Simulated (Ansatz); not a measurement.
# LiF (Griceite): the cost of one run

Program: the Python package of Ansatz 0.2.0. The levels of theory stand in the script. These are calculated values, not measurements.

## 1. Starting point

Symmetry: Fm-3m, No. 225, cubic system. Conventional cell: a = 4.028 Å, b = 4.028 Å, c = 4.028 Å, α = 90.00°, β = 90.00°, γ = 90.00°. Li (site symmetry m-3m) is surrounded by 6 F at 2.01 Å. F (site symmetry m-3m) is surrounded by 6 Li at 2.01 Å.

lif.xyz, read by the script:

```xyz
2
Lattice="0.0 2.014 2.014 2.014 0.0 2.014 2.014 2.014 0.0" Properties=species:S:1:pos:R:3 pbc="T T T"
Li    0.00000000    0.00000000    0.00000000
F     2.01400000    2.01400000    2.01400000
```

## 2. Script

lif_pipeline.py

```python
"""Relax LiF, then bands and states at the relaxed cell."""

import warnings

import ansatz as az
import numpy as np

FUNCTIONAL = "PBE"
OCCUPATIONS = "Fixed"
CUTOFF = 320


def count_gap(report):
    # lowest empty less highest filled band, counting bands; zero where they overlap
    return max(report.get("gap_by_band_count_ev") or 0.0, 0.0)


def configured(crystal, spacing):
    return (
        crystal.calculation()
        .functional(FUNCTIONAL)
        .occupations(OCCUPATIONS)
        .basis(CUTOFF)
        .kpoints(spacing=spacing)  # sampling of the Brillouin zone
    )

warnings.simplefilter("ignore", az.DeckWarning)

xtal = az.Crystal.from_extxyz("lif.xyz")

relaxed = configured(xtal, 0.4).relax(cell=True, force_tolerance=0.02, max_steps=40).checkpoint(write="relax.run").run()
cell = np.asarray(relaxed.lattice.cell_ang)
print("relaxed edges (A):", np.linalg.norm(cell, axis=1).round(4), " volume:", round(abs(np.linalg.det(cell)), 3), "A^3")
for site in relaxed.lattice.sites:
    print(" ", site.symbol, np.round(site.position_frac, 4) + 0.0)

final = az.Crystal.from_checkpoint("relax.run")
done = configured(final, 0.3).functional("lda").stress().band_table().density_of_states(energy_step=0.05).run()
summary = done.report
dos = done.density_of_states()
print(f"pressure at the relaxed cell {np.trace(summary['stress_gpa']) / 3:.3f} GPa, gap by band count {count_gap(summary):.3f} eV")
if count_gap(summary) == 0:
    print("states/eV at the Fermi level:", round(float(np.interp(dos.fermi_ev, dos.energies_ev, dos.spin_summed_g_bin_mean_per_ev)), 3))
```

## 3. Running it

Started as:

```sh
$ python lif_pipeline.py
```

Q: Estimate wall time and peak memory on 1 thread of Arm Neoverse V2, shared host.

About 5.7 s, with a peak of 0.33 GiB.
